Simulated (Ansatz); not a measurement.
# HfIn4SiO6 (Cm) in Ansatz: single point with PBE

Aim: the single point of HfIn4SiO6 with PBE.

Program: Ansatz 0.2.0. These are calculated values, not measurements. Logs are shortened: lines on timing, memory, paths and dates and some standing lists are left out, and cuts for length are marked.

**1. The structure**

It takes space group Cm (No. 8, monoclinic). Conventional cell: a = 6.461 Å, b = 11.155 Å, c = 6.494 Å, α = 90.00°, β = 103.71°, γ = 90.00°. Hf (site symmetry m) has 4 O at 1.97 to 2.02 Å as nearest neighbours. In (site symmetry 1) has 3 O at 2.38 to 2.46 Å as nearest neighbours. Around In (site symmetry 1) lie 3 O at 2.42 to 2.65 Å. Si (site symmetry m) is surrounded by 4 O at 1.63 to 1.66 Å. O (site symmetry 1) has 1 Si at 1.65 Å as nearest neighbours. Around O (site symmetry m) lie 1 Si at 1.66 Å. Around O (site symmetry m) lie 1 Si at 1.63 Å. Around O (site symmetry 1) lie 1 Hf at 1.97 Å.

The cell was built by a generator and needn't be a form met in nature.

**2. Single point, PBE**

Contents of input.yaml:

```yaml
crystal:
  lattice:
    - [3.23023, -5.57768, -0.0247]
    - [3.23023, 5.57768, -0.0247]
    - [-1.49068, 0.0, 6.3203]
  atoms:
    - { symbol: Hf, position: [0.10178, 0.10178, 0.00912] }
    - { symbol: In, position: [0.79222, 0.48204, 0.00818] }
    - { symbol: In, position: [0.48204, 0.79222, 0.00818] }
    - { symbol: In, position: [0.54472, 0.21983, 0.48398] }
    - { symbol: In, position: [0.21983, 0.54472, 0.48398] }
    - { symbol: Si, position: [0.85433, 0.85433, 0.44523] }
    - { symbol: O, position: [0.835, 0.58822, 0.38104] }
    - { symbol: O, position: [0.58822, 0.835, 0.38104] }
    - { symbol: O, position: [0.02899, 0.02899, 0.295] }
    - { symbol: O, position: [0.9792, 0.9792, 0.69555] }
    - { symbol: O, position: [0.42852, 0.14514, 0.07435] }
    - { symbol: O, position: [0.14514, 0.42852, 0.07435] }
hamiltonian:
  xc: pbe
  pseudopotentials: { kind: nc, accuracy: standard }
kpoints:
  mp_grid: { grid: [5, 5, 4] }
scf:
  occupations: { method: fermi_dirac, width: 0.05 }
output:
  forces: true
  stress: true
  eigenvalues: true
```

Potentials or basis: PseudoDojo standard (PBE files).

Command:

```sh
$ ansatz run input.yaml --threads 8 --pin off --max-ram 20480MiB --backend cpu --events-out ev --progress --plain --runs-dir out
```

Log:

```text
Warning: RAYON_NUM_THREADS=8 ignored (pool sized by the plan → 8); use --threads N
Engine: ansatz 0.2.0, aarch64-unknown-linux-gnu
Pseudopotentials: kind: nc
Pseudopotential: Hf, nc, valence charge 12, recommended cutoff 789.130201 eV (normal), Hf.nc.azcp (PseudoDojo's, or run here from an input of PseudoDojo's; its table is named by hamiltonian.pseudopotentials.accuracy)
Pseudopotential: In, nc, valence charge 13, recommended cutoff 952.398519 eV (normal), In.nc.azcp (PseudoDojo's, or run here from an input of PseudoDojo's; its table is named by hamiltonian.pseudopotentials.accuracy)
Pseudopotential: Si, nc, valence charge 4, recommended cutoff 489.804952 eV (normal), Si.nc.azcp (PseudoDojo's, or run here from an input of PseudoDojo's; its table is named by hamiltonian.pseudopotentials.accuracy)
Pseudopotential: O, nc, valence charge 6, recommended cutoff 1142.878222 eV (normal), O.nc.azcp (PseudoDojo's, or run here from an input of PseudoDojo's; its table is named by hamiltonian.pseudopotentials.accuracy)
Functional definition: PBE
  parameter kappa = 0.804
  parameter beta = 0.06672455060314922
  exchange = pbe_x(kappa = kappa, mu = beta*pi^2/3)
  correlation = pbe_c(beta = beta)
Crystal: 12 atoms, lattice volume = 227.337 Å³
Basis set: ecut = 1142.878222 eV, 19927 PW (Γ), exchange–correlation on 144×144×144 points (8 copies of the dense FFT grid, shifted against one another)
Bands: 64, of which v1, the nominal top of the filled ones, is band 52 counted from 1 (51 counted from 0)
Symmetry: 2 space group operations
Space group: Cm (ITA 8), of the structure as read, at distance tolerance 6.1e-5 Å
k-points: 33 of 100 (time reversal used)
Non-local potential: Hf, projectors of the file, l = 0: 2, l = 1: 2, l = 2: 2, l = 3: 2
Non-local potential: In, projectors of the file, l = 0: 2, l = 1: 2, l = 2: 2
Non-local potential: Si, projectors of the file, l = 0: 2, l = 1: 2, l = 2: 2
Non-local potential: O, projectors of the file, l = 0: 2, l = 1: 2, l = 2: 1
Initial density: superposition of atomic densities (chi_scale 0.1, normalization cell, long waves kept (reshape's long-wave potential 0.22 eV rms))
Initial wavefunctions: pseudopotential atomic-orbital guess
Functional: x = pbe(κ = 0.804, μ = 0.2195149727645171), c = pbe(β = 0.06672455060314922)
SCF iter   1: F=—  HF=-11594.940612 eV  |F-HF|=—  |Δ(HF+E_count)|=         —  Δρ=5.40e-2  dr2=1.02e1  ethr=3.10e-3  ⟨swp⟩=8.2  Hψ=11080  notcnv=0
preconditioner: auto → Resta (q_TF=auto, 2.395 Å⁻¹)  ε∞=4.0  [insulator: Δε(μ)=0.594 eV  Ē_g=13.934 eV  σ=0.050 eV  W_gap=0.99  n_scr=56 (ndim 8)  ℏωp=24.1 eV  f_vac=0.000  D(μ)=0.01/eV (n_scr^D=0)  ε∞_Penn≈4.0]
SCF iter   2: F=—  HF=-11592.315640 eV  |F-HF|=—  |Δ(HF+E_count)|=    2.62e0  Δρ=2.45e-2  dr2=1.92e0  ethr=3.10e-3  ⟨swp⟩=3.0  Hψ=4386  notcnv=0  defer=157
SCF iter   3: F=—  HF=-11591.854048 eV  |F-HF|=—  |Δ(HF+E_count)|=   4.62e-1  Δρ=1.59e-2  dr2=4.74e-1  ethr=1.85e-3  ⟨swp⟩=3.2  Hψ=4627  notcnv=0  defer=124
automatic band count: iteration 3 solves 63 bands in place of 64: the levels show a gap, and the empty bands left out lie too high to hold charge; the band table lists the bands solved (type scf.n_extra_bands for more)
SCF iter   4: F=—  HF=-11591.773975 eV  |F-HF|=—  |Δ(HF+E_count)|=   8.01e-2  Δρ=4.39e-3  dr2=5.78e-2  ethr=4.56e-4  ⟨swp⟩=3.0  Hψ=4399  notcnv=0  defer=151
SCF iter   5: F=—  HF=-11591.778988 eV  |F-HF|=—  |Δ(HF+E_count)|=   5.01e-3  Δρ=2.22e-3  dr2=1.06e-2  ethr=5.56e-5  ⟨swp⟩=2.2  Hψ=3681  notcnv=0  defer=118
automatic band count: iteration 5 solves 62 bands in place of 63: the levels show a gap, and the empty bands left out lie too high to hold charge; the band table lists the bands solved (type scf.n_extra_bands for more)
SCF iter   6: F=—  HF=-11591.779737 eV  |F-HF|=—  |Δ(HF+E_count)|=   7.50e-4  Δρ=9.31e-4  dr2=1.80e-3  ethr=1.02e-5  ⟨swp⟩=3.0  Hψ=3990  notcnv=0  defer=118
SCF iter   7: F=—  HF=-11591.780858 eV  |F-HF|=—  |Δ(HF+E_count)|=   1.12e-3  Δρ=2.83e-4  dr2=2.01e-4  ethr=1.73e-6  ⟨swp⟩=2.8  Hψ=3778  notcnv=0  defer=118
SCF iter   8: F=—  HF=-11591.781076 eV  |F-HF|=—  |Δ(HF+E_count)|=   2.18e-4  Δρ=1.53e-4  dr2=4.56e-5  ethr=1.93e-7  ⟨swp⟩=3.1  Hψ=4729  notcnv=0  defer=118
SCF iter   9: F=—  HF=-11591.781679 eV  |F-HF|=—  |Δ(HF+E_count)|=   6.03e-4  Δρ=5.08e-5  dr2=4.76e-6  ethr=4.39e-8  ⟨swp⟩=2.7  Hψ=4103  notcnv=0  defer=118
SCF iter  10: F=—  HF=-11591.781683 eV  |F-HF|=—  |Δ(HF+E_count)|=   4.30e-6  Δρ=1.73e-5  dr2=6.59e-7  ethr=4.57e-9  ⟨swp⟩=4.0  Hψ=5521  notcnv=0  defer=118
SCF iter  11: F=—  HF=-11591.781684 eV  |F-HF|=—  |Δ(HF+E_count)|=   1.05e-6  Δρ=8.42e-6  dr2=1.43e-7  ethr=6.34e-10  ⟨swp⟩=3.7  Hψ=5097  notcnv=0  defer=118
SCF iter  12: F=-11591.781684 eV  HF=-11591.781684 eV  |F-HF|=1.30e-8  |Δ(HF+E_count)|=   7.06e-8  Δρ=4.40e-6  dr2=3.66e-8  ethr=9.62e-11  ⟨swp⟩=20.2  Hψ=15942  notcnv=0
SCF 1 converged in 12 iterations: F = -11591.781684 eV  dr2 = 3.66e-8
SCF converged after 12 iterations
Free energy (F): -11591.781684 eV
Harris-Foulkes:  -11591.781684 eV  (|F-HF|=1.30e-8)
Internal energy: -11591.781586 eV  (E = F + TS)
E sigma→0 (E₀):  -11591.781635 eV
Entropy (-TS):   -0.000098 eV (-0.008 meV/atom)
Fermi energy:    7.716736 eV
--- Per-component energies (eV) ---
  E_band       = -511.647554
  E_kinetic    = 6807.334539
  E_local      = -9187.137874  (includes V_loc(G=0)·N_el)
  E_nonlocal   = -1945.585708
  E_hartree    = 3065.251534
  E_xc         = -3295.853090
  E_vxc        = -2316.766418  (∫ρ·V_xc dr)
  E_ewald      = -7035.790987
  E_smearing   = -0.000098  (= −TS)
  E_closure    = -0.000000  (closes the sum)
  Σ components = -11591.781684   (vs F -11591.781684, Δ=0.00e0)
--- Forces (eV/Å), atoms counted from 1 ---
  atom   1  Hf     0.09179526     0.00000000     0.03388472
  atom   2  In     0.00710634     0.00180982    -0.00835689
  atom   3  In     0.00710634    -0.00180982    -0.00835689
  atom   4  In    -0.01266565    -0.00312288    -0.00031983
  atom   5  In    -0.01266565     0.00312288    -0.00031983
  atom   6  Si     0.00667217     0.00000000    -0.00669952
  atom   7  O      0.03344052     0.04389553     0.02180366
  atom   8  O      0.03344052    -0.04389553     0.02180366
  atom   9  O      0.02318542     0.00000000    -0.07504576
  atom  10  O      0.01201806     0.00000000     0.08974776
  atom  11  O     -0.09472703     0.11801058    -0.03404169
  atom  12  O     -0.09472703    -0.11801058    -0.03404169
  max |Σ_I F_I| component: 5.77e-5 eV/Å
--- Stress (GPa, compression-positive) ---
       -0.262069       0.000000      -0.041999
        0.000000      -0.385804       0.000000
       -0.041999       0.000000      -0.426793
  P = ⅓ Tr σ = -0.3582 GPa (-3.582 kbar)
--- Band table (eV; the first three rows and the last of 33) ---
  k-point 0: bands = ["-54.9028", "-23.7465", "-23.7371", "-23.7248", "-12.7206", "-11.3764", "-11.2758", "-11.2099", "-10.6919", "-10.4876", "-6.7660", "-6.7397", "-6.7215", "-6.7091", "-6.7054", "-6.6862", "-6.6718", "-6.6691", "-6.6422", "-6.6374", "-6.6265", "-6.6251", "-6.6086", "-6.6055", "-6.6033", "-6.5727", "-6.5705", "-6.4962", "-6.4670", "-6.4536", "-1.1869", "0.7580", "1.1516", "1.3313", "1.9959", "2.2625", "2.3806", "2.4688", "2.8339", "2.8983", "2.9890", "3.2343", "3.4409", "3.5751", "3.5970", "3.7912", "4.0273", "4.4646", "4.6300", "6.2573", "6.3388", "6.9619", "9.0272", "9.2991", "9.5016", "10.2507", "10.3254", "10.5363", "11.5035", "11.6028", "12.0284", "12.3527"]
  k-point 1: bands = ["-54.9028", "-23.7465", "-23.7371", "-23.7251", "-12.6441", "-11.4947", "-11.2753", "-11.2069", "-10.6774", "-10.4868", "-6.7621", "-6.7280", "-6.7121", "-6.7090", "-6.7033", "-6.6797", "-6.6775", "-6.6676", "-6.6658", "-6.6402", "-6.6284", "-6.6227", "-6.6192", "-6.6046", "-6.5804", "-6.5624", "-6.5608", "-6.5003", "-6.4843", "-6.4776", "-0.9210", "0.5277", "1.1450", "1.3302", "1.7075", "2.1394", "2.3929", "2.4632", "2.8583", "2.9966", "3.0376", "3.2860", "3.3925", "3.6375", "3.6387", "4.0747", "4.1676", "4.4324", "4.7847", "5.9624", "6.2558", "7.1449", "8.9080", "9.3849", "9.4531", "10.1242", "10.1559", "10.8034", "11.2515", "11.4149", "12.0252", "12.0624"]
  k-point 2: bands = ["-54.9028", "-23.7466", "-23.7371", "-23.7254", "-12.5512", "-11.6253", "-11.2749", "-11.2048", "-10.6658", "-10.4860", "-6.7594", "-6.7190", "-6.7118", "-6.7026", "-6.7014", "-6.6815", "-6.6746", "-6.6729", "-6.6589", "-6.6466", "-6.6255", "-6.6246", "-6.6225", "-6.6004", "-6.5660", "-6.5534", "-6.5467", "-6.5241", "-6.5182", "-6.4849", "-0.5371", "0.2874", "1.0031", "1.3267", "1.4594", "2.0437", "2.4183", "2.4909", "2.8535", "3.0743", "3.0788", "3.2510", "3.3213", "3.6727", "3.6958", "4.2961", "4.5881", "4.7822", "4.8229", "5.2075", "6.2590", "7.3345", "8.8053", "9.3122", "9.4457", "10.0192", "10.3417", "10.6586", "11.1198", "11.3710", "11.7506", "11.8202"]
  k-point 32: bands = ["-54.9028", "-23.7466", "-23.7373", "-23.7254", "-12.5392", "-11.6254", "-11.2964", "-11.1937", "-10.6500", "-10.4955", "-6.7739", "-6.7452", "-6.7107", "-6.6951", "-6.6884", "-6.6747", "-6.6682", "-6.6553", "-6.6480", "-6.6442", "-6.6314", "-6.6133", "-6.6089", "-6.5930", "-6.5714", "-6.5664", "-6.5551", "-6.5444", "-6.5302", "-6.4983", "-0.3729", "0.2940", "1.1954", "1.2310", "1.3781", "1.6851", "1.8967", "2.0098", "2.5736", "3.2904", "3.3106", "3.4363", "3.7638", "3.9149", "4.0270", "4.3187", "4.4193", "4.6761", "5.3556", "5.7707", "5.8436", "6.6921", "9.0388", "9.4233", "9.7007", "9.9073", "10.1516", "11.1393", "11.4260", "11.4867", "11.7364", "11.8542"]
```

It took 39 s on 8 threads of Arm Neoverse V2, shared host; peak memory 3 GiB.

Results:

| Quantity | Value |
| --- | --- |
| Free energy | -11591.7817 eV |
| Pressure | -0.4 GPa |
| Largest force | 0.155 eV/Å |
| Band gap on the k mesh | 0.64 eV, indirect (least direct gap 0.89 eV) |

Forces in eV/Å, atoms in the order of the input:
```
Hf   0.092  0.000  0.034
In   0.007  0.002 -0.008
In   0.007 -0.002 -0.008
In  -0.013 -0.003  0.000
In  -0.013  0.003  0.000
Si   0.007  0.000 -0.007
O    0.033  0.044  0.022
O    0.033 -0.044  0.022
O    0.023  0.000 -0.075
O    0.012  0.000  0.090
O   -0.095  0.118 -0.034
O   -0.095 -0.118 -0.034
```

Caveat: odd divisions of the mesh miss points on the zone boundary, where band edges often lie, so the gap on the mesh can be too wide; spin-orbit coupling is left out, which moves the levels of the heavy elements. A k mesh can miss the band edges.
